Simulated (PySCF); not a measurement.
**Ways to converge the SCF of Kr**

Do solver options change the result for Kr, or only the number of cycles?

Computed with PySCF 2.14.0. Level: each script names its method and basis.

## Step 1: The atom

Kr: 1 atom, charge 0, spin multiplicity 1.

## Step 2: The run that the others are compared with

The input, input.py:

```python
from pyscf import gto, scf, mp

mol = gto.M(
    atom='Kr 0 0 0',
    basis='cc-pvtz',
    charge=0,
    spin=0,
    symmetry=True,
    verbose=4,
)
mf = scf.RHF(mol)
mf.kernel()
mp.MP2(mf).kernel()
mf.dip_moment()
print('orbital energies (hartree):', mf.mo_energy[..., max(0, mol.nelec[1]-3):mol.nelec[0]+3].round(4))
```

Launch:

```
python input.py
```

Its log is not repeated here.

It gives: E(SCF) = -2752.052121 Eh, 6 cycles, E(MP2) − E(SCF) = -0.27506 Eh.

## Step 3: Initial guess chk

Edit 1 changes initial guess: minao → chk.

The input, input.py:

```python
from pyscf import gto, scf, mp

mol = gto.M(
    atom='Kr 0 0 0',
    basis='cc-pvtz',
    charge=0,
    spin=0,
    symmetry=True,
    verbose=4,
)
mf = scf.RHF(mol)
mf.init_guess = 'chk'
mf.kernel()
mp.MP2(mf).kernel()
mf.dip_moment()
print('orbital energies (hartree):', mf.mo_energy[..., max(0, mol.nelec[1]-3):mol.nelec[0]+3].round(4))
```

Launch:

```
python input.py
```

## Step 4: Cycle limit 8

Edit 2 changes cycle limit: 50 → 8.

Edit input.py of step 2 so:

```diff
@@ -11,2 +11,3 @@
 mf = scf.RHF(mol)
+mf.max_cycle = 8
 mf.kernel()
```

## Step 5: Smearing width 0.005 hartree

Edit 3 changes smearing width: none → 0.005 hartree; step after the SCF: mp2 → none.

Edit input.py of step 2 so:

```diff
@@ -1,2 +1,2 @@
-from pyscf import gto, scf, mp
+from pyscf import gto, scf
 
@@ -11,4 +11,4 @@
 mf = scf.RHF(mol)
+mf = scf.addons.smearing_(mf, sigma=0.005, method='fermi')
 mf.kernel()
-mp.MP2(mf).kernel()
 mf.dip_moment()
```

## Step 6: Initial guess hcore

Edit 4 changes initial guess: minao → hcore.

Edit input.py of step 2 so:

```diff
@@ -11,2 +11,3 @@
 mf = scf.RHF(mol)
+mf.init_guess = 'hcore'
 mf.kernel()
```

**Question.** What will these runs give? Wanted: for each run, E(SCF); from base; gap; after the SCF.

The runs gave:

```tsv
run	E(SCF) (hartree)	from base (eV)	cycles	gap (eV)	after the SCF
base	-2752.052121	0	6	25.64	MP2 correlation -7.485 eV
initial guess chk	-2752.052121	0.0000	6	25.64	MP2 correlation -7.485 eV
cycle limit 8	-2752.052121	0.0000	6	25.64	MP2 correlation -7.485 eV
smearing width 0.005 hartree	-2752.052121	0.0000	6	n/a	n/a
initial guess hcore	-2752.052121	0.0000	8	25.64	MP2 correlation -7.485 eV
```

Distance from each run's final energy (log10 hartree) by cycle:

```tsv
run	cycle 1	cycle 2	cycle 3	cycle 5	cycle 8	cycle 12
base	-2.9	-3.8	-6.0	-10.0	done	done
initial guess chk	-2.9	-3.8	-6.0	-10.0	done	done
cycle limit 8	-2.9	-3.8	-6.0	-10.0	done	done
smearing width 0.005 hartree	-2.9	-3.8	-6.0	-10.0	done	done
initial guess hcore	0.9	0.2	-2.1	-5.5	< -11	done
```

With initial guess chk or cycle limit 8 or smearing width 0.005 hartree or initial guess hcore the SCF ends at the base energy. PySCF falls back to minao for a guess that it doesn't know or can't read, so that run repeats the base. With initial guess chk, cycle limit 8, smearing width 0.005 hartree, initial guess hcore the path hardly changes: 6 to 8 cycles against 6.
